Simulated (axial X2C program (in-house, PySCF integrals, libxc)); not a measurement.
**IC⁺: bond curves with and without spin–orbit coupling**

What are the state, bond length, wavenumber and bond energy of IC⁺, and what does spin–orbit coupling change?

Computed with an in-house X2C program for linear molecules on PySCF integrals. Level: all-electron X2C, I dyall-cv3z, C dyall-v3z.

All values are calculated.

### Step 1. Input

Input file task.json:

```json
{"zs": [53, 6], "q": 1, "bas": ["dyall-cv3z", "dyall-v3z"], "levels": ["PBE0", "HF", "B97-3"], "cc": true, "r0": 2.08, "thr": -2.0, "nmax": 90, "npts": 10, "nst": 2, "ntry": 6}
```

Keys: zs atomic numbers; q charge; bas basis sets; levels methods (HF also brings MP2); cc coupled cluster on or off; r0 starting distance in Å; thr threshold in hartree for freezing inner shells (an s shell follows its p shell); nmax most natural virtual spinors; npts points asked for on the curve; nst determinants followed; ntry starts of the search.

Command:

```sh
> python so2c.py task.json out
```

Spin-free means the one-electron spin-free X2C Hamiltonian; two-component (2c) means X2C with spin–orbit coupling and atomic mean-field two-electron Coulomb and Gaunt terms. Basis: I dyall-cv3z contracted to [11s12p8d4f1g], C dyall-v3z contracted to [7s6p2d1f]; Gaussian nuclei, density fitting. Masses: I 126.904 u, C 12.000 u.

Notation: σ, π±, δ± give the projection m of an orbital's angular momentum (0, ±1, ±2), α and β its spin, Λ and M_S the sums; ω is the projection of a spinor's total angular momentum and Ω the sum. Logs are in hartree.

The results follow Hamiltonian by Hamiltonian and level by level.

### Step 2. Search for the lowest determinant

PBE0 moves the distance from 2.080 Å to 1.910 Å and compares determinants there.

Spin-free determinants:

```json
{"ΔE (eV)": "0.00", "state": "M_S = 0, Λ = 0", "open shells": "closed shell"}
{"ΔE (eV)": "1.99", "state": "M_S = 1, Λ = 1", "open shells": "beyond closed shells: σα, π+α"}
{"ΔE (eV)": "2.71", "state": "M_S = 0, Λ = 1", "open shells": "beyond closed shells: σα, π+β"}
{"ΔE (eV)": "3.30", "state": "M_S = 1, Λ = 2", "open shells": "beyond closed shells: 2 × π+α, π+β, π-α"}
{"ΔE (eV)": "3.30", "state": "M_S = 1, Λ = 0", "open shells": "beyond closed shells: π+α, π+β, 2 × π-α"}
{"ΔE (eV)": "3.59", "state": "M_S = 0, Λ = 2", "open shells": "beyond closed shells: π+α, 2 × π+β, π-α"}
```

Two-component determinants:

```
ΔE (eV)  state                              open shells
   0.00  Ω = 0                             closed shell
   2.14  Ω = 2   excess of +ω over −ω: ω = 1/2, ω = 3/2
   2.54  Ω = 1        excess of +ω over −ω: 2 × ω = 1/2
   2.76  Ω = 1  excess of +ω over −ω: ω = -1/2, ω = 3/2
   2.95  Ω = 1  excess of +ω over −ω: ω = -1/2, ω = 3/2
   3.08  Ω = 3        excess of +ω over −ω: 2 × ω = 3/2
   3.25  Ω = 2   excess of +ω over −ω: ω = 1/2, ω = 3/2
```

### Step 3. PBE0, spin-free

State followed: M_S = 0, Λ = 0 (closed shell). The scan is laid around 1.910 Å, a first estimate of the minimum, and this SCF restarts from the orbitals of the search.

Output at 1.910 Å:

```text
spin-free X2C-1e  PBE0
basis functions 166  fitting functions 885  grid points 5076
iter        total energy     max residual
   1      -7152.941330983     1.19e-05
   2      -7152.941330984     7.25e-06
converged
one-electron -9961.56341991  Coulomb 2908.35366593  exact exchange -46.26173306  xc functional -141.57369372  nuclear repulsion 88.10384978
```

Along the bond, energies from the lowest point:

| R (Å) | E (eV) | μ (D) | HOMO (eV) | LUMO (eV) | iterations |
| --- | --- | --- | --- | --- | --- |
| 1.662 | 1.2513 | -1.40 | -15.60 | -10.25 | 22 |
| 1.738 | 0.5083 | -0.94 | -15.86 | -10.41 | 18 |
| 1.795 | 0.1937 | -0.59 | -16.04 | -10.54 | 17 |
| 1.853 | 0.0361 | -0.24 | -16.19 | -10.67 | 14 |
| 1.910 | 0.0000 | 0.12 | -16.31 | -10.79 | 2 |
| 1.977 | 0.0740 | 0.53 | -16.42 | -10.94 | 14 |
| 2.044 | 0.2406 | 0.93 | -16.28 | -11.08 | 13 |
| 2.130 | 0.5482 | 1.44 | -16.00 | -11.26 | 14 |
| 2.235 | 1.0132 | 2.04 | -15.69 | -11.45 | 13 |
| 2.388 | 1.7672 | 2.87 | -15.30 | -11.70 | 14 |

Dipoles are positive if C is the positive end and refer to the centre of mass.

Outer orbitals at the reference distance:

```tsv
symmetry	occupied	ε (eV)	atomic character
σα	yes	-29.76	55% I s, 25% C s, 13% C p
σα	yes	-23.05	37% C s, 30% I p, 26% I s
π+α	yes	-16.77	72% I p, 24% C p, 3% C d
π-α	yes	-16.77	72% I p, 24% C p, 3% C d
σα	yes	-16.31	50% C p, 24% I p, 21% C s
π+α	no	-10.79	67% C p, 23% I p, 8% I d
π-α	no	-10.79	67% C p, 23% I p, 8% I d
σα	no	-7.01	34% I p, 31% I d, 23% C p
σα	no	-2.86	62% I s, 13% C s, 10% C p
```

PBE0 fields in the half plane through the axis: z from -2.4 to 4.2 Å across, distance from the axis 0.15 to 2.25 Å upwards; I lies at z = 0 and C at z = 1.910 Å; the ELF is damped to zero where the density is low.

log10 density (e/bohr³). Ten even steps from ' ' (-5.52 ) to '@' (1.84 ):
```
  ....::::::------------::::::::::......      
....::::------======------------::::::::....  
..::::----==================----------::::....
..::----====++++++++++++============----::::..
::::--====++++++**++++++++++++++++====----::..
::----==++++**********++++++++++++++====--::::
::--====++****##%%##**************++++==----::
::--==++++**##%%@@%%##******####****++==----::
```

ELF. Ten even steps from '0' (0.00 ) to '9' (0.99 ):
```
00000011221000000000000
00001234544210000000000
00013567766421011110000
00135778877532235552000
00246777667654468887200
00357752224666689999610
01467525762577269999820
01467446763485819999930
```

Re = 1.901 Å, ωe = 855 cm⁻¹, ωexe = 3.3 cm⁻¹, Be = 0.4254 cm⁻¹, De = 4.99 eV, μ = 0.06 D.

### Step 4. HF, spin-free

The SCF at the reference distance of 1.910 Å:

```text
spin-free X2C-1e  HF
basis functions 166  fitting functions 885  grid points 5076
iter        total energy     max residual
   1      -7150.152836438     3.50e-01
   2      -7150.178913385     1.97e-02
   3      -7150.181164415     5.58e-02
   4      -7150.182708272     1.17e-02
   5      -7150.182978977     4.44e-03
   6      -7150.183030751     2.18e-03
   7      -7150.183035159     2.85e-04
   8      -7150.183035391     4.47e-05
   9      -7150.183035398     1.71e-05
  10      -7150.183035399     1.35e-06
converged
one-electron -9960.63005369  Coulomb 2907.46277687  exact exchange -185.11960835  xc functional 0.00000000  nuclear repulsion 88.10384978
```

Re = 1.892 Å, ωe = 879 cm⁻¹, ωexe = 3.83 cm⁻¹, Be = 0.4294 cm⁻¹, De = 1.83 eV, μ = 0.56 D.

### Step 5. B97-3, spin-free

The SCF at the reference distance of 1.910 Å:

```text
spin-free X2C-1e  B97-3
basis functions 166  fitting functions 885  grid points 5076
iter        total energy     max residual
   1      -7152.935186951     5.47e-02
   2      -7152.935303848     6.08e-03
   3      -7152.935315816     3.22e-02
   4      -7152.935522172     3.34e-03
   5      -7152.935530583     1.76e-03
   6      -7152.935532927     5.20e-04
   7      -7152.935532959     5.20e-05
   8      -7152.935532972     6.12e-05
   9      -7152.935532972     2.11e-05
  10      -7152.935532973     7.86e-07
converged
one-electron -9961.65073199  Coulomb 2908.44570222  exact exchange -49.83207439  xc functional -138.00227859  nuclear repulsion 88.10384978
```

Re = 1.904 Å, ωe = 849 cm⁻¹, ωexe = 3.25 cm⁻¹, Be = 0.4241 cm⁻¹, De = 4.91 eV, μ = 0.03 D.

### Step 6. Correlated methods, spin-free

Correlated methods: 10 electrons correlated (frozen shells, counted by type: I 4 s, 3 p, 2 d; C 1 s), 224 virtual spinors in MP2, 90 natural virtuals in coupled cluster.

Output of the correlated part at 1.910 Å:

```text
correlated 10  virtual 224  natural virtual 90  E(MP2) -0.270849657  MP2 remainder -0.007418152
iter   CCSD correlation   residual
   1     -0.262880633   2.25e-01
   2     -0.278175081   1.34e-01
   3     -0.284626306   4.74e-02
   4     -0.285414952   1.71e-02
   5     -0.285708058   7.61e-03
   6     -0.285730722   2.24e-03
   7     -0.285742295   6.50e-04
   8     -0.285748796   2.12e-04
   9     -0.285746364   8.18e-05
  10     -0.285747761   3.15e-05
  11     -0.285746935   1.09e-05
  12     -0.285746965   3.10e-06
  13     -0.285746941   9.76e-07
  14     -0.285746930   2.71e-07
(T) -0.021481502  T1 0.0645  D1 0.0924  max T2 0.083
```

T1 in the output is the amplitude norm over the root of the electron number; divide by √2 for the Lee–Taylor value.

MP2: Re = 1.888 Å, ωe = 918 cm⁻¹, Be = 0.4316 cm⁻¹, De = 4.85 eV.

CCSD: Re = 1.904 Å, ωe = 859 cm⁻¹, ωexe = 3.58 cm⁻¹, Be = 0.4243 cm⁻¹, De = 4.43 eV. T1 at Re = 0.045 (Lee–Taylor, the printed value over √2).

CCSD(T): Re = 1.921 Å, ωe = 822 cm⁻¹, ωexe = 3.35 cm⁻¹, Be = 0.4168 cm⁻¹, De = 4.88 eV. T1 at Re = 0.047 (Lee–Taylor, the printed value over √2).

### Step 7. A higher determinant, spin-free

State: M_S = 1, Λ = 1 (beyond closed shells: σα, π+α).

Output at the reference distance:

```text
spin-free X2C-1e  PBE0
basis functions 166  fitting functions 885  grid points 5076
iter        total energy     max residual
   1      -7152.868261552     7.02e-05
   2      -7152.868261594     4.69e-05
   3      -7152.868261613     3.65e-05
   4      -7152.868261618     1.45e-05
converged
one-electron -9961.77543934  Coulomb 2908.69860333  exact exchange -46.28732740  xc functional -141.60794799  nuclear repulsion 88.10384978
```

| R (Å) | E above the lowest PBE0 point (eV) |
| --- | --- |
| 1.662 | 3.143 |
| 1.738 | 2.454 |
| 1.795 | 2.167 |
| 1.853 | 2.024 |
| 1.910 | 1.988 |
| 1.977 | 2.044 |
| 2.044 | 2.172 |
| 2.130 | 2.399 |
| 2.235 | 2.720 |

Re = 1.904 Å, ωe = 780 cm⁻¹, ωexe = 5.65 cm⁻¹, Be = 0.424 cm⁻¹, μ = 1.32 D. Te = 1.99 eV.

### Step 8. The spin-free curves together

Energy (eV) of the followed determinant, spin-free, from each level's lowest point:

| R (Å) | PBE0 | HF | MP2 | CCSD | CCSD(T) | B97-3 |
| --- | --- | --- | --- | --- | --- | --- |
| 1.662 | 1.251 | 1.215 | 1.212 | n/a | n/a | 1.273 |
| 1.738 | 0.508 | 0.473 | 0.464 | 0.535 | 0.613 | 0.523 |
| 1.795 | 0.194 | 0.166 | 0.156 | 0.207 | 0.261 | 0.204 |
| 1.853 | 0.036 | 0.021 | 0.013 | 0.041 | 0.069 | 0.041 |
| 1.910 | 0.000 | 0.000 | 0.000 | 0.000 | 0.000 | 0.000 |
| 1.977 | 0.074 | 0.093 | 0.112 | 0.070 | 0.038 | 0.068 |
| 2.044 | 0.241 | 0.277 | 0.331 | 0.235 | 0.169 | 0.229 |
| 2.130 | 0.548 | 0.603 | 0.732 | 0.539 | 0.433 | 0.530 |
| 2.235 | 1.013 | 1.074 | 1.353 | n/a | n/a | 0.988 |
| 2.388 | 1.767 | 1.790 | 2.389 | n/a | n/a | 1.733 |

### Step 9. PBE0, 2c

State followed: Ω = 0 (closed shell). The scan is laid around 1.910 Å, a first estimate of the minimum, and this SCF restarts from the orbitals of the search.

The SCF at the reference distance of 1.910 Å:

```text
two-component X2C + atomic mean field  PBE0
basis functions 166  fitting functions 885  grid points 5076
iter        total energy     max residual
   1      -7149.965183461     7.11e-05
   2      -7149.965183463     3.16e-05
   3      -7149.965183466     5.53e-05
   4      -7149.965183469     5.92e-06
converged
one-electron -9952.73062407  Coulomb 2906.71910522  exact exchange -46.23422111  xc functional -141.49423975  nuclear repulsion 88.10384978  atomic mean-field constant -4.32905354
```

Along the bond, energies from the lowest point:

| R (Å) | E (eV) | μ (D) | HOMO (eV) | LUMO (eV) | iterations |
| --- | --- | --- | --- | --- | --- |
| 1.662 | 1.2752 | -1.42 | -15.57 | -10.30 | 26 |
| 1.738 | 0.5255 | -0.97 | -15.82 | -10.46 | 20 |
| 1.795 | 0.2055 | -0.62 | -15.98 | -10.57 | 20 |
| 1.853 | 0.0422 | -0.27 | -16.11 | -10.69 | 14 |
| 1.910 | 0.0000 | 0.08 | -16.20 | -10.81 | 4 |
| 1.977 | 0.0664 | 0.48 | -16.24 | -10.94 | 14 |
| 2.044 | 0.2247 | 0.88 | -16.00 | -11.07 | 13 |
| 2.130 | 0.5204 | 1.37 | -15.71 | -11.22 | 14 |
| 2.235 | 0.9685 | 1.95 | -15.40 | -11.38 | 15 |
| 2.388 | 1.6922 | 2.73 | -15.00 | -11.63 | 15 |

Dipoles are positive if C is the positive end and refer to the centre of mass.

Outer spinors at the reference distance:

| ω | occupied | ε (eV) | atomic character | λ mixture |
| --- | --- | --- | --- | --- |
| 1/2 | yes | -29.75 | 56% I s, 24% C s, 13% C p | 100% σ |
| 1/2 | yes | -23.04 | 37% C s, 30% I p, 25% I s | 100% σ |
| 1/2 | yes | -17.16 | 72% I p, 22% C p, 3% C s | 90% π, 10% σ |
| 3/2 | yes | -16.49 | 69% I p, 28% C p, 2% C d | 100% π |
| 1/2 | yes | -16.20 | 49% C p, 28% I p, 18% C s | 90% σ, 10% π |
| 1/2 | no | -10.81 | 70% C p, 20% I p, 8% I d | 100% π |
| 3/2 | no | -10.71 | 63% C p, 27% I p, 8% I d | 100% π |
| 1/2 | no | -6.99 | 34% I p, 31% I d, 22% C p | 100% σ |
| 1/2 | no | -2.86 | 62% I s, 13% C s, 10% C p | 100% σ |

PBE0 fields in the half plane through the axis: z from -2.4 to 4.2 Å across, distance from the axis 0.15 to 2.25 Å upwards; I lies at z = 0 and C at z = 1.910 Å; the ELF is damped to zero where the density is low.

log10 density (e/bohr³). Ten even steps from '0' (-5.52 ) to '9' (1.84 ):
```
01122233333322222111000
11223334443333332222110
12233444444444333332211
12334455555544444433221
22344555655555555443321
23345566666555555544322
23445667876666666554332
23455678987666776654332
```

ELF. Ten even steps from '0' (0.00 ) to '9' (0.99 ):
```
00000011221000000000000
00001234544210000000000
00013566766421011110000
00135778777532235552000
00246777667654468886200
00357752224666689999610
01467525762577269999820
01467446763485819999930
```

Re = 1.905 Å, ωe = 846 cm⁻¹, ωexe = 3.41 cm⁻¹, Be = 0.4238 cm⁻¹, De = 4.60 eV, μ = 0.05 D.

### Step 10. HF, 2c

Output at 1.910 Å:

```text
two-component X2C + atomic mean field  HF
basis functions 166  fitting functions 885  grid points 5076
iter        total energy     max residual
   1      -7147.173607061     4.10e-01
   2      -7147.199589456     1.53e-02
   3      -7147.201787691     6.27e-02
   4      -7147.203252318     1.33e-02
   5      -7147.203502727     4.91e-03
   6      -7147.203550783     2.47e-03
   7      -7147.203555648     3.08e-04
   8      -7147.203556476     2.14e-04
   9      -7147.203556995     3.01e-04
  10      -7147.203557292     1.46e-04
  11      -7147.203557362     1.90e-05
  12      -7147.203557372     1.23e-05
  13      -7147.203557375     1.07e-05
  14      -7147.203557376     3.37e-06
  15      -7147.203557377     1.54e-06
converged
one-electron -9951.78262456  Coulomb 2905.81284098  exact exchange -185.00857004  xc functional 0.00000000  nuclear repulsion 88.10384978  atomic mean-field constant -4.32905354
```

Re = 1.896 Å, ωe = 869 cm⁻¹, ωexe = 3.95 cm⁻¹, Be = 0.4275 cm⁻¹, De = 1.46 eV, μ = 0.52 D.

### Step 11. B97-3, 2c

Output at 1.910 Å:

```text
two-component X2C + atomic mean field  B97-3
basis functions 166  fitting functions 885  grid points 5076
iter        total energy     max residual
   1      -7149.959351257     5.61e-02
   2      -7149.959465100     6.29e-03
   3      -7149.959485827     3.26e-02
   4      -7149.959686120     3.50e-03
   5      -7149.959694762     1.82e-03
   6      -7149.959697084     5.47e-04
   7      -7149.959697118     5.40e-05
   8      -7149.959697130     6.46e-05
   9      -7149.959697131     2.20e-05
  10      -7149.959697131     9.33e-07
converged
one-electron -9952.81828405  Coulomb 2906.81150540  exact exchange -49.80244079  xc functional -137.92527393  nuclear repulsion 88.10384978  atomic mean-field constant -4.32905354
```

Re = 1.908 Å, ωe = 839 cm⁻¹, ωexe = 3.37 cm⁻¹, Be = 0.4224 cm⁻¹, De = 4.48 eV, μ = 0.02 D.

### Step 12. Correlated methods, 2c

Correlated methods: 10 electrons correlated (frozen shells, counted by type: I 4 s, 3 p, 2 d; C 1 s), 224 virtual spinors in MP2, 90 natural virtuals in coupled cluster.

Output of the correlated part at 1.910 Å:

```text
correlated 10  virtual 224  natural virtual 90  E(MP2) -0.269461967  MP2 remainder -0.007412366
iter   CCSD correlation   residual
   1     -0.262603057   2.18e-01
   2     -0.277321152   1.27e-01
   3     -0.283684389   4.66e-02
   4     -0.284430984   1.66e-02
   5     -0.284711665   7.44e-03
   6     -0.284734945   2.25e-03
   7     -0.284745947   7.06e-04
   8     -0.284753030   2.96e-04
   9     -0.284749621   1.74e-04
  10     -0.284752447   1.15e-04
  11     -0.284749882   7.38e-05
  12     -0.284749824   3.92e-05
  13     -0.284749699   1.84e-05
  14     -0.284749847   9.89e-06
  15     -0.284750065   4.85e-06
  16     -0.284750096   2.25e-06
  17     -0.284750097   9.81e-07
(T) -0.020903649  T1 0.0621  D1 0.0902  max T2 0.093
```

MP2: Re = 1.891 Å, ωe = 908 cm⁻¹, Be = 0.43 cm⁻¹, De = 4.42 eV.

CCSD: Re = 1.908 Å, ωe = 848 cm⁻¹, ωexe = 3.67 cm⁻¹, Be = 0.4224 cm⁻¹, De = 4.01 eV. T1 at Re = 0.044 (Lee–Taylor, the printed value over √2).

CCSD(T): Re = 1.924 Å, ωe = 814 cm⁻¹, ωexe = 3.38 cm⁻¹, Be = 0.4155 cm⁻¹, De = 4.45 eV. T1 at Re = 0.045 (Lee–Taylor, the printed value over √2).

### Step 13. A higher determinant, 2c

State: Ω = 2 (excess of +ω over −ω: ω = 1/2, ω = 3/2).

Output at the reference distance:

```text
two-component X2C + atomic mean field  PBE0
basis functions 166  fitting functions 885  grid points 5076
iter        total energy     max residual
   1      -7149.886596892     1.60e-05
   2      -7149.886596893     1.82e-06
converged
one-electron -9952.95238096  Coulomb 2907.07030589  exact exchange -46.25711984  xc functional -141.52219822  nuclear repulsion 88.10384978  atomic mean-field constant -4.32905354
```

| R (Å) | E above the lowest PBE0 point (eV) |
| --- | --- |
| 1.662 | 3.326 |
| 1.738 | 2.631 |
| 1.795 | 2.337 |
| 1.853 | 2.185 |
| 1.910 | 2.138 |
| 1.977 | 2.177 |
| 2.044 | 2.280 |
| 2.130 | 2.461 |
| 2.235 | 2.689 |

Re = 1.914 Å, ωe = 742 cm⁻¹, ωexe = 7.95 cm⁻¹, Be = 0.4198 cm⁻¹, μ = 1.43 D. Te = 2.14 eV.

### Step 14. The 2c curves together

Energy (eV) of the followed determinant, 2c, from each level's lowest point:

| R (Å) | PBE0 | HF | MP2 | CCSD | CCSD(T) | B97-3 |
| --- | --- | --- | --- | --- | --- | --- |
| 1.662 | 1.275 | 1.245 | 1.235 | n/a | n/a | 1.297 |
| 1.738 | 0.525 | 0.494 | 0.482 | 0.553 | 0.625 | 0.541 |
| 1.795 | 0.206 | 0.181 | 0.169 | 0.220 | 0.269 | 0.216 |
| 1.853 | 0.042 | 0.029 | 0.020 | 0.048 | 0.073 | 0.047 |
| 1.910 | 0.000 | 0.000 | 0.000 | 0.000 | 0.000 | 0.000 |
| 1.977 | 0.066 | 0.084 | 0.104 | 0.062 | 0.032 | 0.060 |
| 2.044 | 0.225 | 0.258 | 0.314 | 0.216 | 0.157 | 0.213 |
| 2.130 | 0.520 | 0.570 | 0.705 | 0.507 | 0.413 | 0.502 |
| 2.235 | 0.969 | 1.019 | 1.326 | n/a | n/a | 0.942 |
| 2.388 | 1.692 | 1.679 | 2.372 | n/a | n/a | 1.656 |

Time for the job: 2 min (1 thread of Arm Neoverse V1, shared host); peak memory 0.62 GiB.

### Step 15. What came out

Lowest determinant that the search found at its distance, spin-free: M_S = 0, Λ = 0 (closed shell).

Lowest determinant that the search found at its distance, 2c: Ω = 0 (closed shell).

```
Hamiltonian    level  Re (Å)  ωe (cm⁻¹)  De (eV)  μ (D)
  spin-free     PBE0   1.901        855     4.99   0.06
  spin-free       HF   1.892        879     1.83   0.56
  spin-free      MP2   1.888        918     4.85    n/a
  spin-free     CCSD   1.904        859     4.43    n/a
  spin-free  CCSD(T)   1.921        822     4.88    n/a
  spin-free    B97-3   1.904        849     4.91   0.03
         2c     PBE0   1.905        846     4.60   0.05
         2c       HF   1.896        869     1.46   0.52
         2c      MP2   1.891        908     4.42    n/a
         2c     CCSD   1.908        848     4.01    n/a
         2c  CCSD(T)   1.924        814     4.45    n/a
         2c    B97-3   1.908        839     4.48   0.02
```

Dipoles are positive if C is the positive end and refer to the centre of mass.

Time per point (s) on 1 thread of Arm Neoverse V1, shared host (2c runs; CCSD comes with the CCSD(T) run); the times are rough: PBE0 0.51, HF 0.35, MP2 0.47, CCSD(T) 4, B97-3 0.54.

What this shows: At CCSD(T), going from spin-free to two-component changes Re by +3 mÅ, ωe by -0.9 %, which is small (part of it comes from the scalar share of the two-electron terms). De moves by -0.44 eV; both De rest on single-determinant atoms, which can miss part of an open shell's spin–orbit lowering.

De refers to I+ + C, each in the lowest determinant found, which need not be this curve's own limit. Each curve is one determinant whose occupation by symmetry is held fixed; it was picked as the lowest of a PBE0 search that is not exhaustive. Closed shells are restricted here (equal orbitals for both partners), which fails at long range if the bond breaks into open shells. De is counted from the lowest determinant-based energies of the atoms at the same level, without counterpoise correction. Coupled cluster ran in a truncated set of natural virtual spinors; the MP2 energy of the rest was added. T1 at Re is 0.047 (Lee–Taylor), above the customary mark of 0.02.
